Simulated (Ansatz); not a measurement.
## La2CuN2F2, space group I4/mmm: a dry run that shows the plan, step by step

Program: Ansatz 0.2.0, Python API.

Notebook, run cell by cell (the value of a cell's last expression is shown):

In [1]:
```python
import ansatz as az
```

In [2]:
```python
xtal = (
    az.Lattice.of([-2.021286, 2.021286, 6.530542], [2.021286, -2.021286, 6.530542], [2.021286, 2.021286, -6.530542])
    .atom("La", [0.37718, 0.37718, 0.0])
    .atom("La", [0.62282, 0.62282, 0.0])
    .atom("Cu", [0.0, 0.0, 0.0])
    .atom("N", [0.5, 0.0, 0.5])
    .atom("N", [0.0, 0.5, 0.5])
    .atom("F", [0.75, 0.25, 0.5])
    .atom("F", [0.25, 0.75, 0.5])
)

len(xtal.resolved().sites)
```
Out [2]:
```text
7
```

In [3]:
```python
calc = (
    xtal.calculation()
    .occupations("fermi_dirac")
    .basis(510)
    .kpoints(9, 9, 9)
    .functional("lda")
)
session = calc.session()
print("features:", ", ".join(session.active_features))
print("SCF threshold (eV):", session.dr2_threshold)
planned = session.plan(dry_run=True)
told = planned.describe()
for name in ("ecut_ev", "ecutrho_ev", "n_bands", "nominal_top_band", "n_pw_range", "fft_dense", "fft_smooth", "n_sym_ops", "cell_volume_ang3"):
    print(f"{name:18s} {told[name]}")
for notice in planned.prep()["deck_notices"]:
    print("resolved:", notice["kind"])
```
```text
features: AnyPaw, Paw, LdaXc, FractionalOccupations
SCF threshold (eV): 1e-07
ecut_ev            510.0
ecutrho_ev         2040.0
n_bands            40
nominal_top_band   33
n_pw_range         [2770, 2836]
fft_dense          [30, 30, 54]
fft_smooth         [30, 30, 54]
n_sym_ops          16
cell_volume_ang3   106.72465366445086
resolved: cutoff_auto_derived
resolved: fft_grid_basis_resolved
resolved: n_bands_auto_derived
resolved: mixing_algorithm_auto_resolved
resolved: check_enabled
```

The structure comes from a database and needn't be a stable phase.
